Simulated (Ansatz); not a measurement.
NbTe, space group P-6m2, an equation of state with a fit

Computed with the Ansatz DFT code, driven from Python.

At the Python prompt:
```pycon
>>> import ansatz as az
>>> import numpy as np
>>> from scipy.optimize import curve_fit
>>> VECTORS = np.array([
...     [3.702974, 0.0, 0.0],
...     [-1.851487, 3.20687, 0.0],
...     [0.0, 0.0, 3.694211],
... ])
>>> SITES = [
...     ("Nb", [0.0, 0.0, 0.5]),
...     ("Te", [2 / 3, 1 / 3, 0.0]),
... ]
>>> def make_crystal(cell):
...     crystal = az.Crystal(lattice=az.Lattice.of(cell))
...     for symbol, position in SITES:
...         crystal = crystal.atom(symbol, position)
...     return crystal
...
>>> def vinet(v, e0, v0, b0, b1):
...     eta = (v / v0) ** (1 / 3)
...     return e0 + 2 * b0 * v0 / (b1 - 1) ** 2 * (2 - (5 + 3 * b1 * (eta - 1) - 3 * eta) * np.exp(-1.5 * (b1 - 1) * (eta - 1)))
...
>>> # uniform scaling of the cell
>>> volumes, energies = [], []
>>> for scale in np.linspace(0.9, 1.1, 9):
...     cell = VECTORS * scale ** (1 / 3)
...     calc = (
...         make_crystal(cell).calculation()
...         .functional("pbe")
...         .pseudopotentials("paw")
...         .basis(31 * az.Ry)
...         .occupations("fermi_dirac", width=0.15)
...         .kpoints(9, 9, 8)
...     )
...     r = calc.run().report
...     volumes.append(abs(np.linalg.det(cell)) / len(SITES))
...     energies.append(r["free_energy_ev"] / len(SITES))
...     print(f"V = {volumes[-1]:8.4f} A^3/atom  F = {energies[-1]:.5f} eV/atom")
...
V =  19.7409 A^3/atom  F = -5766.18678 eV/atom
V =  20.2892 A^3/atom  F = -5766.23205 eV/atom
V =  20.8376 A^3/atom  F = -5766.26174 eV/atom
V =  21.3859 A^3/atom  F = -5766.27792 eV/atom
V =  21.9343 A^3/atom  F = -5766.28237 eV/atom
V =  22.4827 A^3/atom  F = -5766.27666 eV/atom
V =  23.0310 A^3/atom  F = -5766.26214 eV/atom
V =  23.5794 A^3/atom  F = -5766.24000 eV/atom
V =  24.1277 A^3/atom  F = -5766.21127 eV/atom
>>> guess = (min(energies), volumes[int(np.argmin(energies))], 0.5, 4.5)
>>> (e0, v0, b0, b1), _ = curve_fit(vinet, np.array(volumes), np.array(energies), p0=guess, maxfev=20000)
>>> print(f"Vinet fit: V0 = {v0:.4f} A^3/atom, B0 = {160.21766 * b0:.1f} GPa, B1 = {b1:.2f}")
Vinet fit: V0 = 21.8875 A^3/atom, B0 = 119.8 GPa, B1 = 4.70
>>> print("largest residual", round(1000 * float(np.abs(vinet(np.array(volumes), e0, v0, b0, b1) - energies).max()), 3), "meV/atom")
largest residual 0.005 meV/atom
```

A third-order Birch-Murnaghan fit through the 9 points has its minimum at 21.89 Å³ an atom, 0.2 % below the typed cell, with a bulk modulus of 120 GPa and dB/dP = 4.7. From that minimum the energy rises by 95.6 meV an atom on the compressed side and 71.1 meV on the expanded side.

Notes:
- Absolute energies stand on the zero of these potentials, so only differences at equal settings mean something.
- Shape and fractional positions are held along the curve, so the bulk modulus is an upper value where they are free to relax.
- For a metal this k-point mesh is coarse: on a finer one energies can move by several to tens of meV an atom and pressures by half a GPa or more, differences at one mesh by less.
- A Fermi-Dirac width this large means warm electrons, whose thermal share enters the free energy.
- This cell is a computed structure, which may not be the phase found in nature.
- Run time: 26 s on 1 thread of Arm Neoverse V2, on a shared host, peak memory 0.47 GiB.
